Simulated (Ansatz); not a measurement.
# C7H14: taking an electron away

One table from this session's results is given with a row withheld; the runs are named, their logs left out.

Computed with Ansatz 0.2.0, Gaussian basis. Level: unrestricted cation, the program's frozen cores in correlated methods.

Levels to be run: UKS PBE-D4/def2-TZVPP; UKS r2SCAN-D4/def2-TZVPP; UKS PBE0-D4/def2-TZVPP; UKS B3LYP-D4/def2-TZVPP; UKS wB97X-V/def2-TZVPP; UKS wB97M-V/def2-TZVPP; UKS B2PLYP/def2-TZVPP; UHF-CCSD(T)/def2-TZVPP; UHF-MP2/def2-QZVPP; extrapolation to the limit; then −ε(HOMO) from the neutral's earlier runs with LDA (SPW92), PBE-D4, revPBE-D4, BLYP-D4, r2SCAN-D4, B97M-V, PBE0-D4, B3LYP-D4, r2SCANh-D4, r2SCAN0-D4, HSE06-D4, BHLYP-D4, CAM-B3LYP-D4, LC-ωPBE, ωB97X-V, ωB97M-V.

### Structure used throughout

All runs share one geometry, relaxed beforehand with PBE0-D4 in a triple-zeta def2 set.

SMILES `C1CCCCCC1`, 21 atoms, charge 0, spin multiplicity 1.

Atoms are counted from 1 here; the program's logs count them from 0.

Bond lengths: C1–C2 1.525 Å, C1–C7 1.527 Å, C1–H8 1.097 Å, C1–H9 1.095 Å, C2–C3 1.522 Å, C2–H10 1.095 Å, C2–H11 1.098 Å, C3–C4 1.525 Å, C3–H12 1.095 Å, C3–H13 1.098 Å, C4–C5 1.527 Å, C4–H14 1.097 Å, C4–H15 1.095 Å, C5–C6 1.528 Å, C5–H16 1.094 Å, C5–H17 1.096 Å, C6–C7 1.528 Å, C6–H18 1.095 Å and more. Angles: C2–C1–C7 113.4°, C2–C1–H8 110.3°, C2–C1–H9 107.9°, C7–C1–H8 110.5°, C7–C1–H9 108.6°, H8–C1–H9 105.9°, C1–C2–C3 116.2°, C1–C2–H10 109.2°, C1–C2–H11 107.9°, C3–C2–H10 108.2°, C3–C2–H11 109.0°, H10–C2–H11 105.9°, C2–C3–C4 116.2°, C2–C3–H12 108.2°, C2–C3–H13 109.0°, C4–C3–H12 109.2°, C4–C3–H13 107.9°, H12–C3–H13 105.9° and more.

The first run:

File in.yaml:

```yaml
crystal:
  periodic: [false, false, false]
  atoms:
    - {symbol: C, position_ang: [1.322936, 0.741691, 0.476258]}
    - {symbol: C, position_ang: [1.588173, -0.588616, -0.221266]}
    - {symbol: C, position_ang: [0.486431, -1.633422, -0.115261]}
    - {symbol: C, position_ang: [-0.907681, -1.186590, -0.543491]}
    - {symbol: C, position_ang: [-1.546445, -0.189262, 0.419939]}
    - {symbol: C, position_ang: [-1.196090, 1.281004, 0.193790]}
    - {symbol: C, position_ang: [0.247321, 1.580877, -0.209084]}
    - {symbol: H, position_ang: [1.065931, 0.575094, 1.529715]}
    - {symbol: H, position_ang: [2.258563, 1.309692, 0.482476]}
    - {symbol: H, position_ang: [2.512100, -1.024471, 0.174055]}
    - {symbol: H, position_ang: [1.783220, -0.380227, -1.281143]}
    - {symbol: H, position_ang: [0.783277, -2.504977, -0.708695]}
    - {symbol: H, position_ang: [0.423783, -1.983602, 0.923131]}
    - {symbol: H, position_ang: [-0.880344, -0.774227, -1.559754]}
    - {symbol: H, position_ang: [-1.543098, -2.076145, -0.598242]}
    - {symbol: H, position_ang: [-2.635929, -0.285053, 0.379142]}
    - {symbol: H, position_ang: [-1.266155, -0.480192, 1.438939]}
    - {symbol: H, position_ang: [-1.855383, 1.693272, -0.577776]}
    - {symbol: H, position_ang: [-1.435239, 1.830729, 1.110607]}
    - {symbol: H, position_ang: [0.359934, 1.451710, -1.291765]}
    - {symbol: H, position_ang: [0.434707, 2.642734, -0.021573]}
basis:
  gaussian: {orbitals: def2-TZVPP}
total_charge: 1
magnetization: {spin_polarized: true, initial_magnetization: 1}
hamiltonian: {xc: pbe, dispersion: d4}
```

The run is started by

```bash
$ ansatz run in.yaml --threads 2 --pin off --events-out ev --progress --plain --max-ram 32768MiB --backend cuda --devices 0, --max-vram 18GiB
```

Steps of the session up to this table: Cation, UKS PBE-D4/def2-TZVPP; Cation, UKS r2SCAN-D4/def2-TZVPP; Cation, UKS PBE0-D4/def2-TZVPP; Cation, UKS B3LYP-D4/def2-TZVPP; Cation, UKS wB97X-V/def2-TZVPP; Cation, UKS wB97M-V/def2-TZVPP; Cation, UKS B2PLYP (frozen core)/def2-TZVPP; Cation, UHF-CCSD(T)/def2-TZVPP; Cation, UHF-MP2/def2-QZVPP.

One of the session's tables, all rows but one given; the rest of the session is left out.

It belongs to the step «Ionisation energies side by side». Orbital estimates, from the neutral's runs:

| functional | −ε(HOMO) (eV) |
| --- | --- |
| LDA (SPW92) | 7.10 |
| PBE-D4 | 7.08 |
| revPBE-D4 | 7.04 |
| BLYP-D4 | 7.02 |
| r2SCAN-D4 | ? |
| B97M-V | 7.52 |
| PBE0-D4 | 8.43 |
| B3LYP-D4 | 8.26 |
| r2SCANh-D4 | 7.85 |
| r2SCAN0-D4 | 8.60 |
| HSE06-D4 | 8.02 |
| BHLYP-D4 | 9.76 |
| CAM-B3LYP-D4 | 9.86 |
| LC-ωPBE | 11.17 |
| ωB97X-V | 10.86 |
| ωB97M-V | 10.74 |

Estimate the missing values for r2SCAN-D4.

Worked estimate for «−ε(HOMO) (eV)». Against the share of exact exchange, r2SCANh-D4 (0.1, 7.85), r2SCAN0-D4 (0.25, 8.60) give a slope of 5.00 per unit share; at 0 the line stands at 7.35.

As computed: −ε(HOMO) (eV): 7.35. In «−ε(HOMO) (eV)» the line misses by 0.00.

Caveats from the session: The cation may have settled in a state other than its lowest; no search over hole states beyond the program's own was made.
